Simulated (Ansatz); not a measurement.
# ClGeH₂N: a ladder of functionals and wavefunction methods

One table from this session's results is given with a row withheld; the runs are named, their logs left out.

The runs use Ansatz 0.2.0, Gaussian basis; functionals in def2-TZVPP, the program's frozen cores in correlated methods.

The runs, in order: LDA (SPW92), PBE-D4, revPBE-D4, BLYP-D4, r2SCAN-D4, B97M-V, PBE0-D4, B3LYP-D4, r2SCANh-D4, r2SCAN0-D4, HSE06-D4, BHLYP-D4, CAM-B3LYP-D4, LC-ωPBE, ωB97X-V, ωB97M-V, B2PLYP, PBE-QIDH; CCSD(T)/def2-SVP; CCSD(T)/def2-TZVPP; MP2/def2-QZVPP; extrapolation to the limit; RPA on PBE.

### Structure used throughout

An earlier PBE0-D4 in a triple-zeta def2 set relaxation fixed the geometry.

SMILES `[NH2][Ge][Cl]`, 5 atoms, charge 0, spin multiplicity 1.

Atoms are counted from 1 here; the program's logs count them from 0.

Bond lengths: N1–Ge2 1.811 Å, N1–H4 1.009 Å, N1–H5 1.008 Å, Ge2–Cl3 2.209 Å. Angles: Ge2–N1–H4 124.3°, Ge2–N1–H5 122.4°, H4–N1–H5 113.4°, N1–Ge2–Cl3 95.7°.

Set-up of the first run:

File in.yaml:

```yaml
crystal:
  periodic: [false, false, false]
  atoms:
    - {symbol: N, position_ang: [-0.493534, 0.232029, -0.426306]}
    - {symbol: Ge, position_ang: [-0.110574, -1.170914, 0.652377]}
    - {symbol: Cl, position_ang: [1.890921, -0.449756, 1.248701]}
    - {symbol: H, position_ang: [0.128420, 1.009775, -0.588818]}
    - {symbol: H, position_ang: [-1.365334, 0.305266, -0.927454]}
basis:
  gaussian: {orbitals: def2-TZVPP}
hamiltonian: {xc: lda}
output: {orbitals: {seedname: orbitals}}
```

Command:

```bash
$ ansatz run in.yaml --threads 4 --pin off --events-out ev --progress --plain --max-ram 10444MiB
```

Steps of the session up to this table: LDA; PBE-D4 (GGA); revPBE-D4 (GGA); BLYP-D4 (GGA); r2SCAN-D4 (meta-GGA); B97M-V (meta-GGA); B3LYP-D4 (hybrid); r2SCANh-D4 (hybrid); r2SCAN0-D4 (hybrid); HSE06-D4 (hybrid); BHLYP-D4 (hybrid); CAM-B3LYP-D4 (range-separated); LC-ωPBE (range-separated); ωB97X-V (range-separated); ωB97M-V (range-separated); B2PLYP (double hybrid); PBE-QIDH (double hybrid).

One of the session's tables, all rows but one given; the rest of the session is left out.

It belongs to the step «Orbital energies across the functionals». 

```
  functional  HOMO (eV)  LUMO (eV)  gap (eV)
 LDA (SPW92)      -6.56      -2.77      3.79
      PBE-D4      -6.40      -2.54      3.86
   revPBE-D4      -6.34      -2.46      3.88
     BLYP-D4      -6.28      -2.44      3.84
   r2SCAN-D4      -6.70      -2.50      4.19
      B97M-V      -6.67      -2.40      4.28
     PBE0-D4      -7.53      -1.81      5.72
    B3LYP-D4          ?          ?         ?
  r2SCANh-D4      -7.11      -2.22      4.89
  r2SCAN0-D4      -7.72      -1.79      5.94
    HSE06-D4      -7.13      -2.18      4.95
    BHLYP-D4      -8.53      -0.97      7.56
CAM-B3LYP-D4      -8.82      -0.78      8.04
     LC-ωPBE     -10.09       0.30     10.39
     ωB97X-V      -9.76       0.24     10.00
     ωB97M-V      -9.66       0.15      9.81
```

Q: Estimate the row for B3LYP-D4 from the others.

Worked estimate for «HOMO (eV)». Against the share of exact exchange, BLYP-D4 (0, -6.28), BHLYP-D4 (0.5, -8.53) give a slope of -4.50 per unit share; at 0.2 the line stands at -7.18.

**Answer.** HOMO (eV): -7.35; LUMO (eV): -2.01; gap (eV): 5.33. In «HOMO (eV)» the line misses by +0.17.
